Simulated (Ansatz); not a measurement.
# Si: the cost of one run

Method: DFT r2SCAN, scalar-relativistic, plane waves, PAW, in Ansatz 0.2.0.

### 1 The structure to begin with

It takes space group Cmcm (No. 63, orthorhombic). Conventional cell: a = 3.829 Å, b = 10.705 Å, c = 12.673 Å, α = 90.00°, β = 90.00°, γ = 90.00°. Si (site symmetry m) has 4 Si at 2.34 to 2.38 Å in its first shell of neighbours. Si (site symmetry m) is surrounded by 4 Si at 2.35 to 2.38 Å.

Structure file:

```
Si
1.0
     1.91443   -5.35268    0.00000
     1.91443    5.35268    0.00000
     0.00000    0.00000   12.67273
Si
12
Direct
  0.75727 0.24273 0.94511
  0.24273 0.75727 0.05489
  0.75727 0.24273 0.55489
  0.24273 0.75727 0.44511
  0.42869 0.57131 0.15727
  0.57131 0.42869 0.84273
  0.42869 0.57131 0.34273
  0.57131 0.42869 0.65727
  0.97127 0.02873 0.90937
  0.02873 0.97127 0.09063
  0.97127 0.02873 0.59063
  0.02873 0.97127 0.40937
```

Source of the structure: the Materials Project (structure only).

(A quick probe on a coarse mesh, which set the mesh and smearing, is not shown.)

### 3 Relaxing cell and atoms

input.yaml reads:

```yaml
crystal:
  lattice:
    - [1.914432475, -5.35268036, 0.0]
    - [1.914432475, 5.35268036, 0.0]
    - [0.0, 0.0, 12.67273019]
  atoms:
    - { symbol: Si, position: [0.75726618, 0.24273382, 0.94510656] }
    - { symbol: Si, position: [0.24273382, 0.75726618, 0.05489344] }
    - { symbol: Si, position: [0.75726618, 0.24273382, 0.55489344] }
    - { symbol: Si, position: [0.24273382, 0.75726618, 0.44510656] }
    - { symbol: Si, position: [0.42868506, 0.57131494, 0.15727091] }
    - { symbol: Si, position: [0.57131494, 0.42868506, 0.84272909] }
    - { symbol: Si, position: [0.42868506, 0.57131494, 0.34272909] }
    - { symbol: Si, position: [0.57131494, 0.42868506, 0.65727091] }
    - { symbol: Si, position: [0.97127059, 0.02872941, 0.9093701] }
    - { symbol: Si, position: [0.02872941, 0.97127059, 0.0906299] }
    - { symbol: Si, position: [0.97127059, 0.02872941, 0.5906299] }
    - { symbol: Si, position: [0.02872941, 0.97127059, 0.4093701] }
basis:
  ecutwfc: 500
kpoints:
  mp_grid: { grid: [8, 8, 2] }
hamiltonian:
  xc: r2scan
scf:
  occupations: { method: gaussian, width: 0.02 }
output:
  forces: true
  stress: true
  eigenvalues: true
relax:
  adjacent_minimum: "off"
  f_tol: 0.005
  max_steps: 80
  cell: { stress_tol: 0.05 }
```

Started as:

```
$ ansatz run input.yaml --threads 2 --pin off --max-ram 5120MiB --backend cpu --events-out ev --progress --plain --runs-dir out
```

Q: Estimate wall time and peak memory on 2 threads of Intel Xeon Platinum 8488C (Sapphire Rapids), shared host.

About 89 s, with a peak of 1.6 GiB.
